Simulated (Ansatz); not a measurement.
# Li3Au: one crystal by all-electron and frozen-core methods

Aim: solve Li3Au at one geometry with all-electron LAPW, PAW with frozen cores and datasets made for this crystal, and see where they agree.

Method: DFT LDA, scalar-relativistic, in Ansatz 0.2.0.

### Step 1. The system as given

The structure is cubic, space group Fm-3m (No. 225). Conventional cell: a = 6.213 Å, b = 6.213 Å, c = 6.213 Å, α = 90.00°, β = 90.00°, γ = 90.00°. Li (site symmetry -43m) has 4 Li at 2.69 Å and 4 Au at 2.69 Å as nearest neighbours. Li (site symmetry m-3m) has 8 Li at 2.69 Å as nearest neighbours. Around Au (site symmetry m-3m) lie 8 Li at 2.69 Å.

As a file:

```cif
data_structure
_symmetry_space_group_name_H-M 'P 1'
_symmetry_Int_Tables_number 1
_cell_length_a 4.3936
_cell_length_b 4.3936
_cell_length_c 4.3936
_cell_angle_alpha 60.000
_cell_angle_beta 60.000
_cell_angle_gamma 60.000
_cell_volume 59.97
loop_
_atom_site_label
_atom_site_type_symbol
_atom_site_fract_x
_atom_site_fract_y
_atom_site_fract_z
_atom_site_occupancy
Li1 Li 0.25000 0.25000 0.25000 1
Li2 Li 0.50000 0.50000 0.50000 1
Li3 Li 0.75000 0.75000 0.75000 1
Au1 Au 0.00000 0.00000 0.00000 1
```

The cell is one relaxed in the Materials Project, used as it stands.

Atoms are numbered in the order of the input: Li1, Li2, Li3, Au4.

### Step 2. All-electron LAPW

File input.yaml:

```yaml
crystal:
  lattice:
    - [0.0, 3.1067225856, 3.1067225856]
    - [3.1067225856, 0.0, 3.1067225856]
    - [3.1067225856, 3.1067225856, 0.0]
  atoms:
    - { symbol: Li, position: [0.25, 0.25, 0.25] }
    - { symbol: Li, position: [0.5, 0.5, 0.5] }
    - { symbol: Li, position: [0.75, 0.75, 0.75] }
    - { symbol: Au, position: [0.0, 0.0, 0.0] }
kpoints:
  mp_grid: { grid: [11, 11, 11] }
  band_path:
    path:
      - [0.0, 0.0, 0.0]
      - [0.5, 0.0, 0.5]
      - [0.625, 0.25, 0.625]
      - [0.375, 0.375, 0.75]
      - [0.0, 0.0, 0.0]
      - [0.5, 0.5, 0.5]
      - [0.5, 0.25, 0.75]
      - [0.5, 0.0, 0.5]
    npoints: 14
scf:
  occupations: { method: fermi_dirac, width: 0.03 }
hamiltonian:
  xc: lda
  pseudopotentials: { kind: all_electron, lapw: { basis_error: 0.0005 } }
output:
  forces: true
  stress: true
  eigenvalues: true
  populations: true
  dos: { projected: true, de: 0.2, e_range: [-14, 8] }
```

Started as:

```
> ansatz run input.yaml --threads 1 --pin off --max-ram 4096MiB --backend cpu --events-out ev --progress --plain --runs-dir out
```

### Step 3. PAW with frozen cores

Edit input.yaml of step 2 so:

```diff
@@ -27,3 +27,3 @@
   xc: lda
-  pseudopotentials: { kind: all_electron, lapw: { basis_error: 0.0005 } }
+  pseudopotentials: { kind: paw }
 output:
@@ -32,3 +32,9 @@
   eigenvalues: true
+  efg: { contact_densities: true }
   populations: true
+  bader: true
   dos: { projected: true, de: 0.2, e_range: [-14, 8] }
+  write_density: true
+  write_potential: true
+  elf: true
+  volumetric_format: npy
```

### Step 4. Datasets made for this crystal

Edit input.yaml of step 3 so:

```diff
@@ -22,3 +22,3 @@
       - [0.5, 0.0, 0.5]
-    npoints: 14
+    npoints: 8
 scf:
@@ -27,3 +27,3 @@
   xc: lda
-  pseudopotentials: { kind: paw }
+  pseudopotentials: { kind: all_electron, datasets: crystal }
 output:
@@ -33,8 +33 @@
   efg: { contact_densities: true }
-  populations: true
-  bader: true
-  dos: { projected: true, de: 0.2, e_range: [-14, 8] }
-  write_density: true
-  write_potential: true
-  elf: true
-  volumetric_format: npy
```

(Steps that only read results are left out.)

Q: Predict the outcome of this session. Wanted: pressure; gap; Bader charges.

The runs gave:

| quantity | value |
| --- | --- |
| pressure | LAPW -2.07, PAW -2.09, crystal datasets -2.09 GPa |
| gap (LAPW) | none |
| Bader charges (PAW) | Li1 +0.81, Li2 +0.81, Au4 -2.43 e |

In words: The pressure of -2.1 GPa pushes the cell to shrink, with the atoms held in place. There is no gap at this level; the crystal is a metal here. Within 0.3 eV of the Fermi level the largest projected share is Li 2s (82 %). The projection holds only the free atom's occupied shells (Li 2s, Au 6s, Au 5d in this range). The rest lies in shells not listed and outside the spheres or projectors. In pressure, PAW differs from LAPW by -0.02 GPa. Spin-orbit coupling is left out, though the cell holds Au; in elements this heavy it can shift bands and gaps by tenths of an eV.
